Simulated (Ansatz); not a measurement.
**BH6NOSi: rigid scan of one bond length**

Computed with the Python package of Ansatz 0.2.0. Level of theory: MP2/cc-pVDZ.

### 1 Starting point

Bond lengths: N1–B2 1.468 Å, B2–O3 1.445 Å, O3–Si4 1.752 Å, N1–H5 1.066 Å, N1–H6 1.116 Å, B2–H7 1.206 Å, Si4–H8 1.456 Å, Si4–H9 1.490 Å, Si4–H10 1.397 Å. Angles: N1–B2–O3 118.1°, N1–B2–H7 121.9°, O3–B2–H7 120.0°, B2–N1–H5 110.2°, B2–N1–H6 107.0°, H5–N1–H6 102.9°, B2–O3–Si4 105.9°, O3–Si4–H8 109.0°, O3–Si4–H9 104.6°, O3–Si4–H10 112.6°, H8–Si4–H9 107.2°, H8–Si4–H10 110.6°, H9–Si4–H10 112.6°.

No structure file is read: the coordinates are typed or built in the script.

### 2 The code

scan_bh6nosi.py

```python
"""Stretching a bond of BH6NOSi, the rest held rigid."""

import ansatz as az
import matplotlib.pyplot as plt
import numpy as np

geometry = (
    az.Crystal.molecule()
    .atom("N", (-1.4549, 0.9823, -0.4343))
    .atom("B", (-0.1203, 0.9667, 0.1759))
    .atom("O", (0.146, -0.0122, 1.2046))
    .atom("Si", (0.9078, -1.3665, 0.3944))
    .atom("H", (-1.3755, 0.9145, -1.4953))
    .atom("H", (-1.873, 2.0055, -0.2799))
    .atom("H", (0.7327, 1.7611, -0.1352))
    .atom("H", (1.1995, -2.4024, 1.3753))
    .atom("H", (-0.1464, -1.9026, -0.5111))
    .atom("H", (2.0671, -0.9976, -0.2915))
)

symbols = [site.symbol for site in geometry.cartesian_sites]
start = np.array([site.position_ang for site in geometry.cartesian_sites])
axis = (start[3] - start[2]) / np.linalg.norm(start[3] - start[2])
moving = [3, 7, 8, 9]
lengths, energies = [1.542, 1.612, 1.682, 1.752, 1.822, 1.893, 1.963, 2.068], []
for length in lengths:
    xyz = start.copy()
    xyz[moving] += (length - np.linalg.norm(start[3] - start[2])) * axis
    point = az.Crystal.molecule()
    for symbol, xyz in zip(symbols, xyz):
        point = point.atom(symbol, xyz.tolist())
    base = (
        point.calculation()
        .basis(gaussian="cc-pVDZ")
        .correlation("mp2")
    )
    data = base.run().report
    energies.append(data["free_energy_ev"])
    print(f"r = {length:6.3f} A  E = {energies[-1]:.5f} eV  <S^2> = {abs(data['mean_field']['state']['spin_squared']):.3f}")

# quartic fit about the minimum
fit = np.polynomial.Polynomial.fit(lengths, np.array(energies) - min(energies), 4).convert()
roots = [r.real for r in fit.deriv().roots() if abs(r.imag) < 1e-9 and fit.deriv(2)(r.real) > 0]
r_e = min(roots, key=lambda r: abs(r - lengths[int(np.argmin(energies))]))
print(f"minimum of the fit at {r_e:.4f} A, force constant {fit.deriv(2)(r_e):.2f} eV/A^2")
plt.figure(figsize=(4.5, 3))
plt.plot(lengths, np.array(energies) - min(energies), "o-")
plt.xlabel("bond length (A)")
plt.ylabel("E - E(min) (eV)")
plt.tight_layout()
plt.savefig("scan.png", dpi=100)
```

### 3 The input behind the calls

The engine receives this input (first run):

```yaml
crystal:
  periodic: [false, false, false]
  atoms:
    - { symbol: "N", position_ang: [-1.4549, 0.9823, -0.4343] }
    - { symbol: B, position_ang: [-0.1203, 0.9667, 0.1759] }
    - { symbol: O, position_ang: [0.146, -0.0122, 1.2046] }
    - { symbol: Si, position_ang: [0.8163368384875236, -1.2039001579990196, 0.49167415785955426] }
    - { symbol: H, position_ang: [-1.3755, 0.9145, -1.4953] }
    - { symbol: H, position_ang: [-1.873, 2.0055, -0.2799] }
    - { symbol: H, position_ang: [0.7327, 1.7611, -0.1352] }
    - { symbol: H, position_ang: [1.1080368384875234, -2.2398001579990194, 1.4725741578595541] }
    - { symbol: H, position_ang: [-0.2378631615124765, -1.7400001579990196, -0.4138258421404457] }
    - { symbol: H, position_ang: [1.9756368384875234, -0.8350001579990196, -0.1942258421404457] }
basis:
  gaussian:
    orbitals: cc-pVDZ
correlation:
  method: mp2
```

### 4 Launch

Run with:

```sh
$ python scan_bh6nosi.py
```

**Question.** How long does this script take on 1 thread of Intel Xeon 6975P-C (Granite Rapids), shared host, and how much memory does it need?

About 6.3 s, with a peak of 0.25 GiB.
